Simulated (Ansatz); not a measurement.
# GaF3 (SMILES [F][Ga]([F])[F]): a relaxed scan of the bond length Ga2–F3

An exercise on one series of results from a longer session: the logs are not shown, and one member is left open.

The runs use Ansatz 0.2.0, Gaussian basis; single points in def2-TZVPP.

Levels: PBE-D4, r2SCAN-D4, PBE0-D4, B3LYP-D4, wB97M-V, Hartree-Fock, MP2, CCSD, CCSD(T). The scan takes 1.552, 1.586, 1.637, 1.696, 1.762, 1.832, 1.907, 1.986, 2.069 Å.

Cores are frozen in the correlated methods. Filled d shells of the heavier atoms are correlated. B3LYP uses VWN-RPA correlation.

18 further runs of the same task are left out: 18 set aside as unsound or not needed.

## The system as given

4 atoms, charge 0, spin multiplicity 1.

Atoms are counted from 1 here; the program's logs count them from 0.

Bond lengths: F1–Ga2 1.864 Å, Ga2–F3 1.645 Å, Ga2–F4 1.882 Å. Angles: F1–Ga2–F3 156.0°, F1–Ga2–F4 99.0°, F3–Ga2–F4 99.4°.

As a file:

```xyz
4
F3Ga
F    -0.2845   -1.8027    0.4994
Ga    0.3130   -0.0662    0.1777
F     0.8303    1.4430    0.5770
F    -0.8033    0.3656   -1.2745
```

Set-up of the first run:

Contents of pre/in.yaml:

```yaml
crystal:
  periodic: [false, false, false]
  atoms:
    - {symbol: F, position_ang: [-0.284500, -1.802700, 0.499400]}
    - {symbol: Ga, position_ang: [0.313000, -0.066200, 0.177700]}
    - {symbol: F, position_ang: [0.830300, 1.443000, 0.577000]}
    - {symbol: F, position_ang: [-0.803300, 0.365600, -1.274500]}
basis:
  gaussian: {orbitals: def2-SVP}
hamiltonian: {xc: pbe, dispersion: d4}
relax: {f_tol: 0.03, max_steps: 250}
```

No record of the launch command was kept for these runs.

Steps of the session up to this table: A first relaxation in a small basis; Finding the minimum; Reference energies at the minimum; Ga2–F3 = 1.552 Å; Ga2–F3 = 1.586 Å; Ga2–F3 = 1.637 Å; Ga2–F3 = 1.696 Å; Ga2–F3 = 1.762 Å; Ga2–F3 = 1.832 Å; Ga2–F3 = 1.907 Å; Ga2–F3 = 1.986 Å; Ga2–F3 = 2.069 Å.

One of the session's tables, all rows but one given; the rest of the session is left out.

Energies less that of the minimum at the same level (kJ/mol):

| bond length (Å) | PBE-D4 | PBE0-D4 | B3LYP-D4 | wB97M-V | Hartree-Fock |
| --- | --- | --- | --- | --- | --- |
| 1.552 | 67.8 | 58.0 | 63.1 | 60.6 | 51.3 |
| 1.586 | 42.8 | 34.9 | 38.9 | 36.8 | 29.0 |
| 1.637 | 17.6 | 12.6 | 15.0 | 13.6 | 8.5 |
| 1.696 | 2.8 | 1.2 | 1.9 | 1.5 | -0.3 |
| 1.724 (minimum) | 0.0 | 0.0 | 0.0 | 0.0 | 0.0 |
| 1.762 | -0.3 | 1.9 | 0.9 | 1.6 | 4.0 |
| 1.832 | 7.4 | 13.6 | 10.9 | 12.8 | 19.9 |
| 1.907 | ? | ? | ? | ? | ? |
| 1.986 | 47.5 | 62.3 | 56.3 | 61.4 | 78.7 |
| 2.069 | 76.1 | 95.2 | 87.6 | 94.7 | 117.2 |

**Question.** Estimate the row for bond length (Å) = 1.907.

Worked estimate for «PBE-D4». A straight line through the neighbours (1.832, 7.4) and (1.986, 47.5) gives 7.4 + (47.5 − 7.4) × (1.907 − 1.832) / (1.986 − 1.832) = 26.9; a parabola fitted to 4 rows on both sides gives 24.1.

The run gave: PBE-D4: 24.0; PBE0-D4: 34.4; B3LYP-D4: 30.1; wB97M-V: 33.5; Hartree-Fock: 45.6. In «PBE-D4» the line misses by +2.9 and the parabola by +0.1.

To keep in mind: A polynomial through the near points puts the CCSD(T) minimum at the PBE0-D4 value.
